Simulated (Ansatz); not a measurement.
# H6O4SiTi: how energies converge with the basis set

One table from this session's results is given with a row withheld; the runs are named, their logs left out.

Computed with Ansatz 0.2.0, Gaussian basis. Level: one geometry, several basis sets.

Levels to be run: PBE0-D4/def2-SVP; ωB97M-V/def2-SVP; PBE0-D4/def2-QZVPP; ωB97M-V/def2-QZVPP; the functionals' def2-TZVPP values are taken from earlier runs.

## Structure used throughout

The geometry comes from an earlier relaxation with PBE0-D4 in a triple-zeta def2 set; it is a stationary point, not always the lowest conformer.

12 atoms, charge 0, spin multiplicity 1.

Atoms are counted from 1 here; the program's logs count them from 0.

Bond lengths: O1–Ti2 1.796 Å, O1–H7 0.958 Å, Ti2–O3 1.796 Å, Ti2–O4 1.796 Å, Ti2–O5 1.799 Å, O3–H8 0.958 Å, O4–H9 0.958 Å, O5–Si6 1.631 Å, Si6–H10 1.487 Å, Si6–H11 1.487 Å, Si6–H12 1.487 Å. Angles: Ti2–O1–H7 130.9°, O1–Ti2–O3 109.3°, O1–Ti2–O4 109.2°, O1–Ti2–O5 109.7°, O3–Ti2–O4 109.3°, O3–Ti2–O5 109.6°, O4–Ti2–O5 109.7°, Ti2–O3–H8 131.0°, Ti2–O4–H9 131.1°, Ti2–O5–Si6 178.2°, O5–Si6–H10 110.0°, O5–Si6–H11 110.0°, O5–Si6–H12 109.9°, H10–Si6–H11 109.0°, H10–Si6–H12 109.0°, H11–Si6–H12 109.0°.

The first run:

File in.yaml:

```yaml
crystal:
  periodic: [false, false, false]
  atoms:
    - {symbol: O, position_ang: [-1.764299, -1.468099, -0.332013]}
    - {symbol: Ti, position_ang: [-0.596316, -0.484180, 0.612994]}
    - {symbol: O, position_ang: [0.335854, -1.558609, 1.709300]}
    - {symbol: O, position_ang: [-1.495595, 0.724191, 1.590635]}
    - {symbol: O, position_ang: [0.529839, 0.360707, -0.507591]}
    - {symbol: Si, position_ang: [1.520322, 1.169096, -1.519693]}
    - {symbol: H, position_ang: [-2.719587, -1.425936, -0.387018]}
    - {symbol: H, position_ang: [0.303803, -2.507465, 1.835382]}
    - {symbol: H, position_ang: [-1.523828, 0.872899, 2.536324]}
    - {symbol: H, position_ang: [1.343426, 2.635022, -1.341323]}
    - {symbol: H, position_ang: [1.207378, 0.812121, -2.929194]}
    - {symbol: H, position_ang: [2.936105, 0.815053, -1.233803]}
basis:
  gaussian: {orbitals: def2-SVP}
hamiltonian: {xc: pbe0, dispersion: d4}
output: {orbitals: {seedname: orbitals}}
```

On the command line:

```
ansatz run in.yaml --threads 4 --pin off --events-out ev --progress --plain --max-ram 11315MiB
```

Steps of the session up to this table: PBE0-D4 in def2-SVP; ωB97M-V in def2-SVP; PBE0-D4 in def2-QZVPP; ωB97M-V in def2-QZVPP.

One table of the session follows, with a row left open; its other results are not shown here.

It belongs to the step «Density functionals: the series». 

| functional | basis | HOMO (eV) |
| --- | --- | --- |
| PBE0-D4 | def2-SVP | -8.31 |
| PBE0-D4 | def2-TZVPP | -8.52 |
| PBE0-D4 | def2-QZVPP | ? |
| ωB97M-V | def2-SVP | -10.58 |
| ωB97M-V | def2-TZVPP | -10.82 |
| ωB97M-V | def2-QZVPP | -10.85 |

Estimate the missing values for PBE0-D4, def2-QZVPP.

As computed: HOMO (eV): -8.55. In the column «HOMO (eV)» it lies between ωB97M-V, def2-SVP (-10.58) and PBE0-D4, def2-TZVPP (-8.52).
